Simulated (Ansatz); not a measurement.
# ZnInGaO4: the cost of one run

Program: Ansatz 0.2.0. Level of theory: DFT PBE, scalar-relativistic, plane waves, PAW. These are calculated values, not measurements.

### Step 1. The starting structure

The structure is trigonal, space group R3m (No. 160). The conventional cell has a = 3.361 Å, b = 3.361 Å, c = 26.140 Å, α = 90.00°, β = 90.00°, γ = 120.00°. Zn (site symmetry 3m) is surrounded by 4 O at 2.01 to 2.02 Å. In (site symmetry 3m) has 6 O at 2.22 to 2.23 Å in its first shell of neighbours. Around Ga (site symmetry 3m) lie 5 O at 1.94 to 2.00 Å. Around O (site symmetry 3m) lie 1 Zn at 2.01 Å and 3 In at 2.22 Å. O (site symmetry 3m) is surrounded by 1 Ga at 1.98 Å and 3 In at 2.23 Å. O (site symmetry 3m) is surrounded by 3 Ga at 1.94 Å. Around O (site symmetry 3m) lie 1 Ga at 2.00 Å and 3 Zn at 2.02 Å.

As a file:

```
Zn In Ga O
1.0
     0.00000    5.82082    0.00000
     0.00000   -1.94027    8.71340
    10.08196    0.00000    0.00000
Zn In Ga O
6 6 6 24
Direct
  0.21838 0.65515 0.33333
  0.71838 0.65515 0.16667
  0.21838 0.65515 0.66667
  0.71838 0.65515 0.50000
  0.21838 0.65515 0.00000
  0.71838 0.65515 0.83333
  0.00277 0.00830 0.33333
  0.50277 0.00830 0.16667
  0.00277 0.00830 0.66667
  0.50277 0.00830 0.50000
  0.00277 0.00830 0.00000
  0.50277 0.00830 0.83333
  0.28703 0.36110 0.16667
  0.28703 0.36110 0.50000
  0.78703 0.36110 0.33333
  0.28703 0.36110 0.83333
  0.78703 0.36110 0.66667
  0.78703 0.36110 0.00000
  0.29514 0.88543 0.33333
  0.79514 0.88543 0.16667
  0.29514 0.88543 0.66667
  0.79514 0.88543 0.50000
  0.29514 0.88543 0.00000
  0.79514 0.88543 0.83333
  0.21136 0.13407 0.16667
  0.21136 0.13407 0.50000
  0.71136 0.13407 0.33333
  0.21136 0.13407 0.83333
  0.71136 0.13407 0.66667
  0.71136 0.13407 0.00000
  0.12172 0.36515 0.33333
  0.62172 0.36515 0.16667
  0.12172 0.36515 0.66667
  0.62172 0.36515 0.50000
  0.12172 0.36515 0.00000
  0.62172 0.36515 0.83333
  0.36360 0.59080 0.16667
  0.36360 0.59080 0.50000
  0.86360 0.59080 0.33333
  0.36360 0.59080 0.83333
  0.86360 0.59080 0.66667
  0.86360 0.59080 0.00000
```

The runs take a perfect supercell of 42 atoms; the defect goes to fractional position (0.667, 0.833, 0.000).

### Step 2. The perfect supercell

The input, input.yaml:

```yaml
crystal:
  lattice:
    - [0.0, 5.820822, 1.0e-06]
    - [0.0, -1.940274, 8.713405]
    - [10.081961, 0.0, 0.0]
  atoms:
    - { symbol: Zn, position: [0.218382, 0.655146, 0.333333] }
    - { symbol: Zn, position: [0.718382, 0.655146, 0.166667] }
    - { symbol: Zn, position: [0.218382, 0.655146, 0.666667] }
    - { symbol: Zn, position: [0.718382, 0.655146, 0.5] }
    - { symbol: Zn, position: [0.218382, 0.655146, 0.0] }
    - { symbol: Zn, position: [0.718382, 0.655146, 0.833333] }
    - { symbol: In, position: [0.002768, 0.008304, 0.333333] }
    - { symbol: In, position: [0.502768, 0.008304, 0.166667] }
    - { symbol: In, position: [0.002768, 0.008304, 0.666667] }
    - { symbol: In, position: [0.502768, 0.008304, 0.5] }
    - { symbol: In, position: [0.002768, 0.008304, 0.0] }
    - { symbol: In, position: [0.502768, 0.008304, 0.833333] }
    - { symbol: Ga, position: [0.287034, 0.361102, 0.166667] }
    - { symbol: Ga, position: [0.287034, 0.361102, 0.5] }
    - { symbol: Ga, position: [0.787034, 0.361102, 0.333333] }
    - { symbol: Ga, position: [0.287034, 0.361102, 0.833333] }
    - { symbol: Ga, position: [0.787034, 0.361102, 0.666667] }
    - { symbol: Ga, position: [0.787034, 0.361102, 0.0] }
    - { symbol: O, position: [0.295143, 0.885429, 0.333333] }
    - { symbol: O, position: [0.795143, 0.885429, 0.166667] }
    - { symbol: O, position: [0.295143, 0.885429, 0.666667] }
    - { symbol: O, position: [0.795143, 0.885429, 0.5] }
    - { symbol: O, position: [0.295143, 0.885429, 0.0] }
    - { symbol: O, position: [0.795143, 0.885429, 0.833333] }
    - { symbol: O, position: [0.211358, 0.134074, 0.166667] }
    - { symbol: O, position: [0.211358, 0.134074, 0.5] }
    - { symbol: O, position: [0.711358, 0.134074, 0.333333] }
    - { symbol: O, position: [0.211358, 0.134074, 0.833333] }
    - { symbol: O, position: [0.711358, 0.134074, 0.666667] }
    - { symbol: O, position: [0.711358, 0.134074, 0.0] }
    - { symbol: O, position: [0.121717, 0.365151, 0.333333] }
    - { symbol: O, position: [0.621717, 0.365151, 0.166667] }
    - { symbol: O, position: [0.121717, 0.365151, 0.666667] }
    - { symbol: O, position: [0.621717, 0.365151, 0.5] }
    - { symbol: O, position: [0.121717, 0.365151, 0.0] }
    - { symbol: O, position: [0.621717, 0.365151, 0.833333] }
    - { symbol: O, position: [0.363599, 0.590797, 0.166667] }
    - { symbol: O, position: [0.363599, 0.590797, 0.5] }
    - { symbol: O, position: [0.863599, 0.590797, 0.333333] }
    - { symbol: O, position: [0.363599, 0.590797, 0.833333] }
    - { symbol: O, position: [0.863599, 0.590797, 0.666667] }
    - { symbol: O, position: [0.863599, 0.590797, 0.0] }
basis:
  ecutwfc: 420
  fft_grid_basis: typed
kpoints:
  mp_grid: { grid: [2, 2, 1] }
hamiltonian:
  xc: pbe
  pseudopotentials: { kind: paw }
scf:
  occupations: { method: gaussian, width: 0.05 }
output:
  forces: true
  stress: false
  eigenvalues: true
  bader: false
  write_density: true
  volumetric_format: npy
```

Started as:

```console
> ansatz run input.yaml --threads 4 --pin off --max-ram 10240MiB --backend cpu --events-out ev --progress --plain --runs-dir out
```

**Question.** How long does this run take on 4 threads of Arm Neoverse N1, shared host, and how much memory does it need?

About 17 s, with a peak of 2.3 GiB.
